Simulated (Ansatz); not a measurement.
# H6NOSi2: the cost of one run

Computed with Ansatz 0.2.0 through its Python package. Level of theory: Hartree-Fock/6-31G*.

**1. The structure**

Bond lengths: O1–Si2 1.594 Å, Si2–N3 1.666 Å, N3–Si4 1.790 Å, O1–H5 0.957 Å, Si2–H6 1.465 Å, Si2–H7 1.498 Å, N3–H8 0.960 Å, Si4–H9 1.447 Å, Si4–H10 1.424 Å. Angles: O1–Si2–N3 99.7°, O1–Si2–H6 110.1°, O1–Si2–H7 110.6°, N3–Si2–H6 110.5°, N3–Si2–H7 111.1°, H6–Si2–H7 114.0°, Si2–O1–H5 117.4°, Si2–N3–Si4 109.5°, Si2–N3–H8 110.3°, Si4–N3–H8 108.2°, N3–Si4–H9 104.1°, N3–Si4–H10 109.7°, H9–Si4–H10 115.3°.

The script holds or builds the structure itself.

**2. Script**

The input, opt.py:

```python
import ansatz as az
import numpy as np

geometry_ang = [
    ("O", (-1.9712, 0.9864, 0.0018)),
    ("Si", (-0.5351, 0.5182, -0.5086)),
    ("N", (-0.0461, -0.3723, 0.8116)),
    ("Si", (1.6248, -0.9599, 0.5512)),
    ("H", (-2.0236, 1.3686, 0.8779)),
    ("H", (-0.6753, -0.3425, -1.6861)),
    ("H", (0.3593, 1.7003, -0.7222)),
    ("H", (-0.6168, -1.1353, 0.9281)),
    ("H", (1.4913, -1.953, -0.4925)),
    ("H", (2.476, 0.1385, 0.2417)),
]
molecule = az.Crystal.molecule()
for symbol, xyz in geometry_ang:
    molecule = molecule.atom(symbol, xyz)

job = (
    molecule.calculation()
    .basis(gaussian="6-31G*")
    .functional("hf")
    .spin("collinear", total=1)
)
symbols = [site.symbol for site in molecule.cartesian_sites]
start = np.array([site.position_ang for site in molecule.cartesian_sites], dtype=float)
def progress(event):
    if event["event"] == "relax_step":
        row = event["data"]
        print(f"step {row['step']:3d}  E = {row['lagrangian_ev']:.6f} eV  max force {row['allowed_force_max_ev_ang']:.4f} eV/A")


data = job.relax(force_tolerance=0.02, max_steps=100).session().plan().execute(on_event=progress).report
end = np.array(data["positions_ang"])

for key in ("converged", "free_energy_ev", "reference_energy_ev", "n_frozen", "n_occupied", "n_virtual"):
    print(f"{key:22s} {data[key]}")

print("bond        before    after (A)")
for i, j in [(0, 1), (0, 4), (1, 2), (1, 5), (1, 6), (2, 3), (2, 7), (3, 8), (3, 9)]:
    d0, d1 = (np.linalg.norm(xyz[i] - xyz[j]) for xyz in (start, end))
    print(f"{symbols[i]}{i}-{symbols[j]}{j}".ljust(10), f"{d0:8.4f} {d1:8.4f}")

charges = data["charge_distribution"]
print("dipole moment", round(4.803205 * float(np.linalg.norm(charges["dipole_moment_e_ang"])), 3), "D")
print("Mulliken:", [(s, round(q, 3)) for s, q in zip(symbols, charges["mulliken_charges_e"])])
with open("h6nosi2_opt.xyz", "w") as handle:
    handle.write(f"{len(symbols)}\nrelaxed H6NOSi2\n")
    handle.writelines(f"{s:2s} {x:11.6f} {y:11.6f} {z:11.6f}\n" for s, (x, y, z) in zip(symbols, end))
```

**3. What the engine is handed**

The engine receives this input:

```yaml
crystal:
  periodic: [false, false, false]
  atoms:
    - { symbol: O, position_ang: [-1.9712, 0.9864, 0.0018] }
    - { symbol: Si, position_ang: [-0.5351, 0.5182, -0.5086] }
    - { symbol: "N", position_ang: [-0.0461, -0.3723, 0.8116] }
    - { symbol: Si, position_ang: [1.6248, -0.9599, 0.5512] }
    - { symbol: H, position_ang: [-2.0236, 1.3686, 0.8779] }
    - { symbol: H, position_ang: [-0.6753, -0.3425, -1.6861] }
    - { symbol: H, position_ang: [0.3593, 1.7003, -0.7222] }
    - { symbol: H, position_ang: [-0.6168, -1.1353, 0.9281] }
    - { symbol: H, position_ang: [1.4913, -1.953, -0.4925] }
    - { symbol: H, position_ang: [2.476, 0.1385, 0.2417] }
basis:
  gaussian:
    orbitals: "6-31G*"
hamiltonian:
  xc: hf
magnetization:
  spin_polarized: true
  initial_magnetization: 1.0
relax:
  f_tol: 0.02
  max_steps: 100
```

**4. Launch**

The run is started by

```console
$ python opt.py
```

**Question.** How long does this script take on 1 thread of Intel Xeon 6975P-C (Granite Rapids), shared host, and how much memory does it need?

About 35 s, with a peak of 0.26 GiB.
